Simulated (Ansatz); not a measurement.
# Mg6TiCo (Amm2) in Ansatz: equation of state

Aim: energy against volume of Mg6TiCo in PBE, for its equilibrium volume and stiffness.

All numbers are computed with Ansatz 0.2.0; they aren't measurements. Logs are shortened: lines on timing, memory, paths and dates and some standing lists are left out, and cuts for length are marked.

## (1) The crystal as given

Symmetry: Amm2, No. 38, orthorhombic system. Conventional cell: a = 4.717 Å, b = 6.037 Å, c = 11.000 Å, α = 90.00°, β = 90.00°, γ = 90.00°. Co (site symmetry mm2) is surrounded by 2 Ti at 2.64 Å and 2 Mg at 2.78 Å. Around Ti (site symmetry mm2) lie 2 Co at 2.64 Å and 8 Mg at 2.91 to 3.03 Å. Around Mg (site symmetry mm2) lie 10 Mg at 2.96 to 3.21 Å and 2 Ti at 3.03 Å. Mg (site symmetry m) has 8 Mg at 2.89 to 3.21 Å and 1 Ti at 2.91 Å and 2 Co at 3.07 Å as nearest neighbours. Mg (site symmetry mm2) has 10 Mg at 2.96 to 3.16 Å and 2 Co at 3.04 Å as nearest neighbours. Mg (site symmetry m) has 1 Co at 2.78 Å and 8 Mg at 2.90 to 3.16 Å and 2 Ti at 3.01 Å as nearest neighbours.

The cell comes from a database or a generator and needn't be the stable form of this composition.

## (2) Single point, PBE, collinear spin, ferromagnetic start, 18.40 Å³/atom (volume scaled by 0.94)

input.yaml reads:

```yaml
crystal:
  lattice:
    - [4.6203207383, 0.0, 0.0]
    - [0.0, 2.9567523434, 5.3875663744]
    - [0.0, -2.9567523434, 5.3875663744]
  atoms:
    - { symbol: Co, position: [0.0, 0.800034, 0.800034], spin: 2.0 }
    - { symbol: Ti, position: [0.5, 0.692534, 0.692534], spin: 1.0 }
    - { symbol: Mg, position: [0.5, 0.166999, 0.166999] }
    - { symbol: Mg, position: [0.5, 0.161211, 0.682081] }
    - { symbol: Mg, position: [0.5, 0.682081, 0.161211] }
    - { symbol: Mg, position: [0.0, 0.328971, 0.328971] }
    - { symbol: Mg, position: [0.0, 0.344119, 0.824053] }
    - { symbol: Mg, position: [0.0, 0.824053, 0.344119] }
hamiltonian:
  xc: pbe
  pseudopotentials: { kind: paw }
magnetization:
  spin_polarized: true
kpoints:
  mp_grid: { grid: [6, 5, 5] }
scf:
  occupations: { method: fermi_dirac, width: 0.05 }
output:
  forces: true
  stress: true
  eigenvalues: true
```

Potentials or basis: Ansatz PAW.

Launch:

```sh
$ ansatz run input.yaml --threads 4 --pin off --max-ram 10240MiB --backend cpu --events-out ev --progress --plain --runs-dir out
```

Standard output:

```text
Warning: RAYON_NUM_THREADS=4 ignored (pool sized by the plan → 4); use --threads N
Engine: ansatz 0.2.0, aarch64-unknown-linux-gnu
Pseudopotentials: kind: paw
Pseudopotential: Co, paw, valence charge 17, recommended cutoff 420 eV (normal), Co.paw.azcp
Pseudopotential: Ti, paw, valence charge 12, recommended cutoff 420 eV (normal), Ti.paw.azcp
Pseudopotential: Mg, paw, valence charge 10, recommended cutoff 420 eV (normal), Mg.paw.azcp
Functional definition: PBE
  parameter kappa = 0.804
  parameter beta = 0.06672455060314922
  exchange = pbe_x(kappa = kappa, mu = beta*pi^2/3)
  correlation = pbe_c(beta = beta)
Crystal: 8 atoms, lattice volume = 147.201 Å³
Basis set: ecut = 420 eV, 2893 PW (Γ), exchange–correlation on 64×90×90 points (8 copies of the dense FFT grid, shifted against one another)
Bands: 56, of which v1, the nominal top of the filled ones, is band 45 counted from 1 (44 counted from 0)
Symmetry: 4 space group operations
Space group: Amm2 (ITA 38), of the structure as read, at distance tolerance 5.3e-5 Å
Magnetic group: BNS 38.187 (UNI 285), of the structure as read, at distance tolerance 5.3e-5 Å
k-points: 36 of 150 (time reversal used)
Non-local potential: Co, projectors of the file, l = 0: 3, l = 1: 2, l = 2: 3, l = 3: 1
Non-local potential: Ti, projectors of the file, l = 0: 3, l = 1: 2, l = 2: 3, l = 3: 1
Non-local potential: Mg, projectors of the file, l = 0: 3, l = 1: 2, l = 2: 1
PAW form: soft (Blöchl's): semilocal exchange-correlation on the pseudo side does not see the compensation charge
PAW one-centre angular grid: Co, 590 points (default); XC on 64 Gauss nodes
PAW one-centre angular grid: Ti, 590 points (default); XC on 64 Gauss nodes
[... 28 lines left out ...]
SCF converged after 17 iterations
Magnetization: 0.1574 μB (44.5787 up, 44.4213 down)
Absolute magnetization: 1.3718 μB (∫|ρ↑−ρ↓|, with the PAW one-centre terms)
Spin contamination: 0.2381 ħ² per cell (⟨S²⟩ above its minimum at these occupations)
Per-site moments (μB) at R_I (Å): [(0.6611867717598409, 1.0660201864044974), (-0.3443226376760243, 1.0660201864044974), (0.007618810208004457, 1.1943144927736353), (-0.003702903057225211, 1.1687517189919245), (-0.003702903057225143, 1.1687517189919245), (0.0007498019801689275, 1.1943144927736353), (-0.0015483141909420055, 1.124242841705541), (-0.001548314190941508, 1.124242841705541)]
Free energy (F): -19167.433243 eV
Harris-Foulkes:  -19167.433243 eV  (|F-HF|=2.55e-8)
Internal energy: -19167.391972 eV  (E = F + TS)
E sigma→0 (E₀):  -19167.412608 eV
Entropy (-TS):   -0.041271 eV (-5.159 meV/atom)
Fermi energy:    8.241223 eV
--- Per-component energies (eV) ---
  E_band       = -2589.412409
  E_kinetic    = 1179.616521
  E_local      = -14202.153874  (includes V_loc(G=0)·N_el)
  E_nonlocal   = 1040.283948
  E_hartree    = 5384.483055
  E_xc         = -429.097133
  E_vxc        = -549.811210  (∫ρ·V_xc dr)
  E_paw        = -4316.967822  (= ΣΔE_a)
  E_vpaw       = -826.310826  (= ΣTr[D̂ρ^β])
  E_aug_tail   = 0.000174  (compensation charges beyond the density's cutoff)
  E_ewald      = -7823.556843
  E_smearing   = -0.041271  (= −TS)
  E_closure    = 0.000000  (closes the sum)
  Σ components = -19167.433243   (vs F -19167.433243, Δ=0.00e0)
--- Forces (eV/Å), atoms counted from 1 ---
  atom   1  Co     0.00000000     0.00000000     0.19941943
  atom   2  Ti     0.00000000     0.00000000    -0.06024058
  atom   3  Mg     0.00000000     0.00000000     0.03986980
  atom   4  Mg     0.00000000     0.04884918     0.05115382
  atom   5  Mg     0.00000000    -0.04884918     0.05115382
  atom   6  Mg     0.00000000     0.00000000    -0.01454389
  atom   7  Mg     0.00000000    -0.07381650    -0.13339293
  atom   8  Mg     0.00000000     0.07381650    -0.13339293
  max |Σ_I F_I| component: 2.66e-5 eV/Å
--- Stress (GPa, compression-positive) ---
        3.570499       0.000000       0.000000
        0.000000       3.443251       0.000000
        0.000000       0.000000       3.478887
  P = ⅓ Tr σ = 3.4975 GPa (34.975 kbar)
--- Band table (eV; the first three rows and the last of 72) ---
  k-point 0 ↑: bands = ["-86.4756", "-67.5125", "-67.1083", "-67.1045", "-67.0942", "-67.0579", "-67.0546", "-49.8709", "-49.7446", "-49.6826", "-48.4310", "-34.2887", "-34.2856", "-34.2269", "-33.9016", "-33.8904", "-33.8719", "-33.8717", "-33.8620", "-33.8514", "-33.8439", "-33.8417", "-33.8318", "-33.8229", "-33.8117", "-33.8084", "-33.8080", "-33.7848", "-33.7686", "-24.7426", "-24.6893", "-24.6704", "0.9902", "5.5397", "5.6133", "5.9344", "6.0176", "6.0606", "6.3961", "6.5703", "6.9545", "7.1431", "7.4525", "7.5691", "7.5951", "8.5959", "8.6811", "9.1598", "9.7488", "9.9215", "10.5755", "11.8403", "12.1859", "12.7252", "13.4887", "13.5158"]
  k-point 1 ↑: bands = ["-86.4756", "-67.5125", "-67.1080", "-67.1048", "-67.0941", "-67.0577", "-67.0548", "-49.8709", "-49.7445", "-49.6826", "-48.4310", "-34.2887", "-34.2855", "-34.2269", "-33.8988", "-33.8900", "-33.8738", "-33.8693", "-33.8632", "-33.8507", "-33.8435", "-33.8407", "-33.8327", "-33.8244", "-33.8114", "-33.8092", "-33.8086", "-33.7841", "-33.7703", "-24.7428", "-24.6893", "-24.6705", "1.2193", "4.4128", "5.1709", "5.3198", "6.2341", "6.4850", "6.5946", "6.9419", "6.9739", "7.3243", "7.7062", "7.8305", "8.1356", "8.6616", "9.1398", "9.1401", "9.7908", "10.0669", "10.6221", "11.0975", "12.2270", "12.5171", "12.7624", "13.1013"]
  k-point 2 ↑: bands = ["-86.4756", "-67.5125", "-67.1072", "-67.1057", "-67.0941", "-67.0573", "-67.0553", "-49.8709", "-49.7445", "-49.6826", "-48.4310", "-34.2887", "-34.2853", "-34.2268", "-33.8928", "-33.8894", "-33.8783", "-33.8654", "-33.8649", "-33.8497", "-33.8426", "-33.8396", "-33.8330", "-33.8281", "-33.8113", "-33.8109", "-33.8091", "-33.7822", "-33.7738", "-24.7432", "-24.6893", "-24.6706", "1.8900", "3.0141", "4.8029", "4.9476", "6.3901", "6.4710", "6.6388", "6.9308", "7.1711", "7.9008", "8.1456", "8.1456", "8.6227", "9.0959", "9.1594", "9.5128", "9.8736", "10.3683", "10.4681", "11.2470", "11.5614", "11.9714", "12.4590", "12.5697"]
  k-point 35 ↓: bands = ["-85.7122", "-67.5126", "-67.1076", "-67.1047", "-67.0921", "-67.0583", "-67.0553", "-49.1463", "-48.9766", "-48.9429", "-48.7613", "-34.2867", "-34.2845", "-34.2299", "-33.9037", "-33.8742", "-33.8715", "-33.8667", "-33.8597", "-33.8498", "-33.8493", "-33.8468", "-33.8344", "-33.8213", "-33.8122", "-33.8103", "-33.8083", "-33.7857", "-33.7726", "-25.0800", "-25.0269", "-25.0224", "3.9875", "4.1117", "4.1356", "4.1899", "5.2378", "5.4721", "6.9426", "6.9512", "7.1184", "7.1665", "7.4050", "7.8430", "8.5584", "8.9081", "9.5266", "9.7631", "9.9189", "10.0916", "10.7873", "10.8959", "11.7999", "11.8090", "13.4874", "13.5749"]
```

Run time: 30 s. Hardware: 4 threads of Arm Neoverse V1, shared host; peak memory 0.75 GiB.

Results:

```yaml
Free_energy: -19167.4332 eV
Pressure: 3.5 GPa
Largest_force: 0.199 eV/Å
Band_gap_on_the_k_mesh: none (metal or under the smearing width)
Net_moment: 0.16 μB per cell
Absolute_moment: 1.37 μB per cell
Site_moments: Co +0.66; Ti -0.34; Mg +0.01, -0.00, +0.00 μB
```

Caveat: the starting moments weren't kept.

## (3) Single point, PBE, collinear spin, ferromagnetic start, 18.79 Å³/atom (volume scaled by 0.96)

Changes to input.yaml since step 2:

```diff
@@ -2,5 +2,5 @@
   lattice:
-    - [4.6203207383, 0.0, 0.0]
-    - [0.0, 2.9567523434, 5.3875663744]
-    - [0.0, -2.9567523434, 5.3875663744]
+    - [4.6528592803, 0.0, 0.0]
+    - [0.0, 2.977575229, 5.4255082327]
+    - [0.0, -2.977575229, 5.4255082327]
   atoms:
```

Potentials or basis: Ansatz PAW.

Launch:

```sh
$ ansatz run input.yaml --threads 4 --pin off --max-ram 10240MiB --backend cpu --events-out ev --progress --plain --runs-dir out
```

It took 29 s on 4 threads of Arm Neoverse V1, shared host; peak memory 0.76 GiB.

The run converged. Its results:

| Property | Result |
| --- | --- |
| Free energy | -19167.4889 eV |
| Pressure | 2.2 GPa |
| Largest force | 0.150 eV/Å |
| Band gap on the k mesh | none (metal or under the smearing width) |
| Net moment | 0.19 μB per cell |
| Absolute moment | 1.70 μB per cell |
| Site moments | Co +0.82; Ti -0.43; Mg +0.01, -0.00, +0.00 μB |

Caveat: the starting moments weren't kept.

## (4) Single point, PBE, collinear spin, ferromagnetic start, 19.18 Å³/atom (volume scaled by 0.98)

Changes to input.yaml since step 3:

```diff
@@ -2,5 +2,5 @@
   lattice:
-    - [4.6528592803, 0.0, 0.0]
-    - [0.0, 2.977575229, 5.4255082327]
-    - [0.0, -2.977575229, 5.4255082327]
+    - [4.6849489791, 0.0, 0.0]
+    - [0.0, 2.9981108795, 5.4629267133]
+    - [0.0, -2.9981108795, 5.4629267133]
   atoms:
```

Launch:

```sh
$ ansatz run input.yaml --threads 4 --pin off --max-ram 10240MiB --backend cpu --events-out ev --progress --plain --runs-dir out
```

It took 29 s on 4 threads of Arm Neoverse V1, shared host; peak memory 0.77 GiB.

The run converged. Its results:

```yaml
Free_energy: -19167.5207 eV
Pressure: 1.1 GPa
Largest_force: 0.101 eV/Å
Band_gap_on_the_k_mesh: none (metal or under the smearing width)
Net_moment: 0.22 μB per cell
Absolute_moment: 1.95 μB per cell
Site_moments: Co +0.94; Ti -0.50; Mg +0.01, -0.00, +0.00 μB
```

Caveat: the starting moments weren't kept.

(Part 1 of 2 ends here.)
